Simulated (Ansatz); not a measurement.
**In2Au: pressure up to the limit of the methods**

An exercise on one series of results from a longer session: the logs are not shown, and one member is left open.

Computed with Ansatz 0.2.0 (DFT, PBEsol, PAW with Ansatz's default frozen-core files, scalar-relativistic, unless a step's input says otherwise).

1 further run of the same task is left out (it didn't finish). Runs told in other sessions of the task aren't counted.

## The structure to begin with

Symmetry: Fm-3m, No. 225, cubic system. Conventional cell: a = 6.502 Å, b = 6.502 Å, c = 6.502 Å, α = 90.00°, β = 90.00°, γ = 90.00°. In (site symmetry -43m) is surrounded by 4 Au at 2.82 Å. Au (site symmetry m-3m) is surrounded by 8 In at 2.82 Å.

Coordinates:

```xyz
3
Lattice="0.0000 3.2510 3.2510 3.2510 0.0000 3.2510 3.2510 3.2510 0.0000" Properties=species:S:1:pos:R:3 pbc="T T T"
In    1.6255    1.6255    1.6255
In    4.8765    4.8765    4.8765
Au    0.0000    0.0000    0.0000
```

Whether this phase is the stable one at these pressures isn't tested.

Atoms are numbered in the order of the input: In1, In2, Au3.

The first run:

Contents of input.yaml:

```yaml
crystal:
  lattice:
    - [0.0, 3.251, 3.251]
    - [3.251, 0.0, 3.251]
    - [3.251, 3.251, 0.0]
  atoms:
    - { symbol: In, position: [0.25, 0.25, 0.25] }
    - { symbol: In, position: [0.75, 0.75, 0.75] }
    - { symbol: Au, position: [0.0, 0.0, 0.0] }
kpoints:
  mp_grid: { grid: [10, 10, 10] }
  band_path:
    path:
      - [0.0, 0.0, 0.0]
      - [0.5, 0.0, 0.5]
      - [0.625, 0.25, 0.625]
      - [0.375, 0.375, 0.75]
      - [0.0, 0.0, 0.0]
      - [0.5, 0.5, 0.5]
      - [0.5, 0.25, 0.75]
      - [0.5, 0.0, 0.5]
    npoints: 6
scf:
  occupations: { method: fermi_dirac, width: 0.05 }
hamiltonian:
  xc: pbesol
  pseudopotentials: { kind: paw }
output:
  forces: true
  stress: true
  eigenvalues: true
  populations: true
```

The run is started by

```console
> ansatz run input.yaml --threads 1 --pin off --max-ram 3072MiB --backend cpu --events-out ev --progress --plain --runs-dir out
```

Among the steps run: Volume scaled by 1, PAW; Volume scaled by 0.5, PAW; Volume scaled by 0.45, PAW; Volume scaled by 0.4, PAW.

One of the session's tables, all rows but one given; the rest of the session is left out.

| method | volume over the first | volume (Å³/atom) | pressure (GPa) |
| --- | --- | --- | --- |
| PAW | 1 | ? | ? |
| PAW | 0.5 | 11.453 | 353.58 |
| PAW | 0.45 | 10.308 | 526.13 |
| PAW | 0.4 | 9.163 | 799.42 |

Estimate the missing values for PAW, 1.

The run gave: volume (Å³/atom): 22.907; pressure (GPa): 1.07. In the column «volume (Å³/atom)» it is the highest.

To keep in mind: At pressures up to 799 GPa the PAW spheres may overlap and frozen cores may not hold, so those PAW values are rough without an all-electron check.
